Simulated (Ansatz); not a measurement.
# H2InOS− (SMILES [O-][InH][SH]): functionals against CCSD(T) at one geometry

One table from this session's results is given with a row withheld; the runs are named, their logs left out.

The runs use Ansatz 0.2.0, Gaussian basis; single points in def2-TZVPPD.

Cores are frozen in the correlated methods. Filled d shells of the heavier atoms are correlated. Core potentials replace the inner electrons past krypton, and spin-orbit coupling is left out.

## The starting structure

SMILES `[O-][InH][SH]`, 5 atoms, charge -1, spin multiplicity 1.

Atoms are counted from 1 here; the program's logs count them from 0.

Bond lengths: O1–In2 1.847 Å, In2–S3 2.507 Å, In2–H4 1.797 Å, S3–H5 1.285 Å. Angles: O1–In2–S3 114.7°, O1–In2–H4 138.3°, S3–In2–H4 107.0°, In2–S3–H5 85.1°.

Geometry (Å):

| atom | x (Å) | y (Å) | z (Å) |
| --- | --- | --- | --- |
| O1 | -1.3717 | -1.0078 | 1.1731 |
| In2 | -0.6764 | -0.1480 | -0.3067 |
| S3 | 1.6732 | 0.6815 | -0.0281 |
| H4 | -1.2251 | 0.3702 | -1.9380 |
| H5 | 1.5799 | 0.2126 | 1.1651 |

Set-up of the first run:

Contents of run/in.yaml:

```yaml
crystal:
  periodic: [false, false, false]
  atoms:
    - {symbol: O, position_ang: [-1.371700, -1.007800, 1.173100]}
    - {symbol: In, position_ang: [-0.676400, -0.148000, -0.306700]}
    - {symbol: S, position_ang: [1.673200, 0.681500, -0.028100]}
    - {symbol: H, position_ang: [-1.225100, 0.370200, -1.938000]}
    - {symbol: H, position_ang: [1.579900, 0.212600, 1.165100]}
basis:
  gaussian: {orbitals: "def2-TZVPPD.json"}
total_charge: -1
correlation: {method: ccsd_t}
output: {forces: true}
```

The basis file named in the input lies beside it (Basis Set Exchange, JSON).

No record of the launch command was kept for these runs.

Steps of the session up to this table: CCSD(T)/def2-TZVPPD; PBE0-D4/def2-TZVPPD; wB97M-V/def2-TZVPPD; r2SCAN-D4/def2-TZVPPD; PBE-D4/def2-TZVPPD; LC-wPBE/def2-TZVPPD; SPW92/def2-TZVPPD.

One of the session's tables, all rows but one given; the rest of the session is left out.

```
   method  RMS force component (eV/Å)  angle to CCSD(T) forces (°)
  CCSD(T)                       0.967                    reference
  PBE0-D4                       0.853                          9.4
  wB97M-V                       0.848                          7.2
r2SCAN-D4                       0.897                          6.6
   PBE-D4                           ?                            ?
  LC-wPBE                       0.767                         16.5
    SPW92                       0.917                         15.9
```

Estimate the missing values for PBE-D4.

**Answer.** RMS force component (eV/Å): 1.047; angle to CCSD(T) forces (°): 7.5. In the column «RMS force component (eV/Å)» it is the highest.
